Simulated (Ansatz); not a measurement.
**YTl: response to strain**

YTl is deformed so: zz strain of +2 %. What stress and forces result, by LAPW, PAW and all-electron datasets made for the crystal?

Computed with Ansatz 0.2.0 (DFT LDA, scalar-relativistic, unless a step's input says otherwise).

## Step 1: The system as given

It takes space group Pm-3m (No. 221, cubic). Conventional cell: a = 3.751 Å, b = 3.751 Å, c = 3.751 Å, α = 90.00°, β = 90.00°, γ = 90.00°. Y (site symmetry m-3m) has 8 Tl at 3.25 Å as nearest neighbours. Tl (site symmetry m-3m) has 8 Y at 3.25 Å as nearest neighbours.

Structure file:

```cif
data_structure
_symmetry_space_group_name_H-M 'Pm-3m'
_symmetry_Int_Tables_number 221
_cell_length_a 3.7510
_cell_length_b 3.7510
_cell_length_c 3.7510
_cell_angle_alpha 90.000
_cell_angle_beta 90.000
_cell_angle_gamma 90.000
_cell_volume 52.78
loop_
_atom_site_label
_atom_site_type_symbol
_atom_site_symmetry_multiplicity
_atom_site_Wyckoff_symbol
_atom_site_fract_x
_atom_site_fract_y
_atom_site_fract_z
_atom_site_occupancy
Y1 Y 1 b 0.50000 0.50000 0.50000 1
Tl1 Tl 1 a 0.00000 0.00000 0.00000 1
```

The file gives the conventional cell by its symmetry; the runs use the cell typed in the input.

Atoms are numbered in the order of the input: Y1, Tl2.

## Step 2: The deformed structure

Space group Pm-3m before, P4/mmm after.

## Step 3: All-electron LAPW

Contents of input.yaml:

```yaml
crystal:
  lattice:
    - [3.751, 0.0, 0.0]
    - [0.0, 3.751, 0.0]
    - [0.0, 0.0, 3.82602]
  atoms:
    - { symbol: "Y", position: [0.5, 0.5, 0.5] }
    - { symbol: Tl, position: [0.0, 0.0, 0.0] }
kpoints:
  mp_grid: { grid: [11, 11, 11] }
  band_path:
    path:
      - [0.0, 0.0, 0.0]
      - [0.0, 0.5, 0.0]
      - [0.5, 0.5, 0.0]
      - [0.0, 0.0, 0.0]
      - [0.0, 0.0, 0.5]
      - [0.0, 0.5, 0.5]
      - [0.5, 0.5, 0.5]
      - [0.0, 0.0, 0.5]
      - [0.0, 0.5, 0.0]
    npoints: 5
scf:
  occupations: { method: fermi_dirac, width: 0.08 }
hamiltonian:
  xc: lda
  pseudopotentials: { kind: all_electron, lapw: { basis_error: 0.00025 } }
output:
  forces: true
  stress: true
  eigenvalues: true
```

Command:

```console
ansatz run input.yaml --threads 1 --pin off --max-ram 3072MiB --backend cpu --events-out ev --progress --plain --runs-dir out
```

## Step 4: PAW on the default files

Contents of input.yaml:

```yaml
crystal:
  lattice:
    - [3.751, 0.0, 0.0]
    - [0.0, 3.751, 0.0]
    - [0.0, 0.0, 3.82602]
  atoms:
    - { symbol: "Y", position: [0.5, 0.5, 0.5] }
    - { symbol: Tl, position: [0.0, 0.0, 0.0] }
kpoints:
  mp_grid: { grid: [11, 11, 11] }
scf:
  occupations: { method: fermi_dirac, width: 0.08 }
hamiltonian:
  xc: lda
  pseudopotentials: { kind: paw }
output:
  forces: true
  stress: true
  eigenvalues: true
  efg: { contact_densities: true }
```

## Step 5: Datasets made for this crystal

Edit input.yaml of step 4 so:

```diff
@@ -14,3 +14,3 @@
   xc: lda
-  pseudopotentials: { kind: paw }
+  pseudopotentials: { kind: all_electron, datasets: crystal }
 output:
```

(Steps that only read results are left out.)

Q: Predict the outcome of this session. Wanted: pressure; largest shear or deviatoric stress.

**Answer**, as computed:

| quantity | value |
| --- | --- |
| pressure | LAPW -4.03, PAW -4.03, crystal datasets -4.03 GPa |
| largest shear or deviatoric stress (LAPW) | 0.14 GPa |

In words: The largest part of the stress beyond the pressure is 0.14 GPa in size, in the zz component; the atoms are carried along and not relaxed. No run of the undeformed cell stands beside it, so the pressure holds what the given cell had before the change. PAW: stress within 0.01 GPa of LAPW. Crystal datasets: stress within 0.01 GPa of LAPW. Spin-orbit coupling is left out, though the cell holds Tl; in elements this heavy it can shift bands and gaps by tenths of an eV.
